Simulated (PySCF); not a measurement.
# C₉H₆: NMR shifts

Aim: predict the NMR shifts of C₉H₆ (`C#Cc1ccc2c(c1)C2`).

Computed with PySCF 2.14.0, with density-fitted response routines of our own, on a single molecule in the gas phase. Atoms are numbered from 0 throughout.

## Step 1: Starting geometry

15 atoms, charge 0, multiplicity 1; geometry from: GFN2-xTB.

Bonds of the start (Å): C0–C1 1.20, C1–C2 1.42, C2–C3 1.39, C3–C4 1.41, C4–C5 1.36, C5–C6 1.38, C6–C7 1.35, C6–C8 1.49, C7–C2 1.42, C8–C5 1.49, C0–H9 1.05, C3–H10 1.08, C4–H11 1.08, C7–H12 1.08, C8–H13 1.08, C8–H14 1.08.

## Step 2: NMR shieldings: PBE0/pcSseg-1

The job: settings as JSON, then the geometry in Å.

```
{"job": {"kind": "nmr", "xc": "PBE0", "basis": "pcSseg-1"}, "charge": 0, "multiplicity": 1}
C     -3.476243    -0.956315     0.087467
C     -2.331978    -0.594662     0.046423
C     -0.977171    -0.186731     0.002047
C     -0.675158     1.126851    -0.350539
C      0.643588     1.613983    -0.421625
C      1.572075     0.676235    -0.109517
C      1.276906    -0.626806     0.241418
C      0.029251    -1.140998     0.319888
C      2.710640    -0.228858     0.202917
H     -4.478085    -1.265308     0.121400
H     -1.493872     1.794310    -0.577988
H      0.849471     2.636618    -0.701303
H     -0.231593    -2.154101     0.587870
H      3.243926    -0.097521     1.138189
H      3.333830    -0.588708    -0.608559
```

Method: GIAO PBE0/pcSseg-1 NMR shielding, non-relativistic, gas phase.

Predict these results of the whole session: ¹³C shifts against TMS (PBE0/pcSseg-1); ¹H shifts against TMS (PBE0/pcSseg-1, means over atoms taken as alike).

As calculated:

| quantity | value |
| --- | --- |
| ¹³C shifts against TMS (PBE0/pcSseg-1) | 141.5, 134.2, 133.3, 127.4, 123.8, 118.5, 90.1, 85.6, 22.8 ppm |
| ¹H shifts against TMS (PBE0/pcSseg-1, means over atoms taken as alike) | 7.73, 7.70, 7.52, 3.48, 2.72 ppm |

In words: NICS(1)zz of -26 ppm above the planar ring from C2 marks a diatropic (aromatic) ring current.
